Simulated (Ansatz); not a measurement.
# H3SiTi: the cost of one run

The runs use Ansatz 0.2.0, Gaussian basis; UKS PBE0/def2-TZVP.

## Step 1: The system as given

5 atoms, charge 0, spin multiplicity 4.

Atoms are counted from 1 here; the program's logs count them from 0.

Bond lengths: Ti1–Si2 2.393 Å, Si2–H3 1.500 Å, Si2–H4 1.500 Å, Si2–H5 1.500 Å. Angles: Ti1–Si2–H3 111.4°, Ti1–Si2–H4 111.4°, Ti1–Si2–H5 111.4°, H3–Si2–H4 107.5°, H3–Si2–H5 107.5°, H4–Si2–H5 107.5°.

The start was built by rule and, where that kept it together, relaxed with GFN2-xTB. Sticks and bond lists go by distance. 

## Step 2: Relaxation

Input file in.yaml:

```yaml
crystal:
  periodic: [false, false, false]
  atoms:
    - {symbol: Ti, position_ang: [-0.963456, 0.005906, 0.005331]}
    - {symbol: Si, position_ang: [1.429348, -0.008762, -0.007909]}
    - {symbol: H, position_ang: [1.967043, -1.408959, -0.005644]}
    - {symbol: H, position_ang: [1.986565, 0.690852, 1.196135]}
    - {symbol: H, position_ang: [1.973121, 0.681776, -1.223286]}
basis:
  gaussian: {orbitals: def2-TZVP}
magnetization: {spin_polarized: true, initial_magnetization: 3}
hamiltonian: {xc: pbe0}
relax: {f_tol: 0.004, max_steps: 80}
```

Run with:

```bash
$ ansatz run in.yaml --threads 1 --pin off --events-out ev --progress --plain --max-ram 2176MiB
```

**Question.** How long does this run take on 1 thread of Intel Xeon Platinum 8259CL at 2.50GHz, shared host, and how much memory does it need?

About 1.8 min, with a peak of 0.34 GiB.
